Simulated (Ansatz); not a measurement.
# BaWO4: the cost of one run

Program: Ansatz 0.2.0. Level of theory: DFT PBEsol, scalar-relativistic, plane waves, PAW, and further levels as typed in the inputs. These are calculated values, not measurements.

## 1. The starting structure

Symmetry: I4_1/a, No. 88, tetragonal system. The conventional cell has a = 5.667 Å, b = 5.667 Å, c = 12.739 Å, α = 90.00°, β = 90.00°, γ = 90.00°. Ba (site symmetry -4) is surrounded by 8 O at 2.76 to 2.80 Å. Around W (site symmetry -4) lie 4 O at 1.79 Å. O (site symmetry 1) is surrounded by 1 W at 1.79 Å.

As a file:

```cif
data_structure
_symmetry_space_group_name_H-M 'P 1'
_symmetry_Int_Tables_number 1
_cell_length_a 7.5249
_cell_length_b 7.5249
_cell_length_c 7.5249
_cell_angle_alpha 135.762
_cell_angle_beta 135.762
_cell_angle_gamma 64.349
_cell_volume 204.53
loop_
_atom_site_label
_atom_site_type_symbol
_atom_site_fract_x
_atom_site_fract_y
_atom_site_fract_z
_atom_site_occupancy
Ba1 Ba 0.25000 0.75000 0.50000 1
Ba2 Ba 0.50000 0.50000 0.00000 1
W1 W 0.75000 0.25000 0.50000 1
W2 W 0.00000 0.00000 0.00000 1
O1 O 0.15214 0.04689 0.35624 1
O2 O 0.69065 0.79590 0.64376 1
O3 O 0.05935 0.45410 0.85624 1
O4 O 0.54590 0.40214 0.60525 1
O5 O 0.20410 0.84786 0.89475 1
O6 O 0.95311 0.30935 0.10525 1
O7 O 0.79689 0.94065 0.39475 1
O8 O 0.59786 0.20311 0.14376 1
```

The structure rests on an entry of the Materials Project (structure only); cell or positions may have been set otherwise for this series.

## 2. Relaxing cell and atoms: BaWO4, no spin

Input file input.yaml:

```yaml
crystal:
  lattice:
    - [-2.833365905, 2.833365905, 6.36926687]
    - [2.833365905, -2.833365905, 6.36926687]
    - [2.833365905, 2.833365905, -6.36926687]
  atoms:
    - { symbol: Ba, position: [0.25, 0.75, 0.5] }
    - { symbol: Ba, position: [0.5, 0.5, 0.0] }
    - { symbol: W, position: [0.75, 0.25, 0.5] }
    - { symbol: W, position: [0.0, 0.0, 0.0] }
    - { symbol: O, position: [0.15214477, 0.04689186, 0.35623995] }
    - { symbol: O, position: [0.69065191, 0.79590482, 0.64376005] }
    - { symbol: O, position: [0.05934809, 0.45409518, 0.85623995] }
    - { symbol: O, position: [0.54590482, 0.40214477, 0.60525291] }
    - { symbol: O, position: [0.20409518, 0.84785523, 0.89474709] }
    - { symbol: O, position: [0.95310814, 0.30934809, 0.10525291] }
    - { symbol: O, position: [0.79689186, 0.94065191, 0.39474709] }
    - { symbol: O, position: [0.59785523, 0.20310814, 0.14376005] }
scf:
  occupations: { method: fixed }
output:
  forces: true
  stress: true
  eigenvalues: true
  write_density: true
  write_potential: true
  elf: true
  volumetric_format: npy
kpoints:
  mp_grid: { grid: [6, 6, 6] }
hamiltonian:
  xc: pbesol
relax:
  f_tol: 0.005
  max_steps: 60
  cell: { stress_tol: 0.03 }
```

Run with:

```console
$ ansatz run input.yaml --threads 8 --pin off --max-ram 24576MiB --backend cpu --events-out ev --progress --plain --runs-dir out
```

**Question.** How long does this run take on 8 threads of Intel Xeon 6975P-C (Granite Rapids), shared host, and how much memory does it need?

About 27 s, with a peak of 1.2 GiB.
